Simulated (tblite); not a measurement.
# H4O2Zn: the cost of one run

Programs: tblite 0.8.0 and PySCF 2.14.0. All values are calculated, for the isolated system unless a continuum is named. Atoms count from 0, parts from 1.

## 1. Starting point

7 atoms, charge 2, multiplicity 1; geometry: rigid parts in contact. Parts: 1 = atom 0, `[Zn+2]`, charge 2; 2 = atoms 1–3, `O`, charge 0; 3 = atoms 4–6, `O`, charge 0.

## 2. Bringing the parts together with GFN2-xTB

The job: settings as JSON, then the geometry in Å.

```
{"job": {"kind": "dock", "xc": "GFN2-xTB", "basis": "xTB"}, "charge": 2, "multiplicity": 1, "parts": [{"atoms": "0-0", "charge": 2, "multiplicity": 1}, {"atoms": "1-3", "charge": 0, "multiplicity": 1}, {"atoms": "4-6", "charge": 0, "multiplicity": 1}]}
Zn    -0.597047    -0.349154    -0.235767
O     -0.250732    -1.804334     0.816218
H      0.632706    -2.061277     1.202901
H     -0.821767    -2.617449     0.793673
O     -1.224674     1.034210    -1.250994
H     -0.680412     1.808504    -1.551214
H     -2.183170     1.287241    -1.253877
```

With the program's defaults for keys left out, this is: GFN2-xTB search for minima from random contacts, gas phase.

Launch:

```console
> OMP_NUM_THREADS=1 python cluster_run.py task.json out
```

This one command runs all jobs of the session in turn.

Q: Estimate the wall time of this first job on 1 thread of AMD EPYC 9R45, shared host.

About 2.8 s.
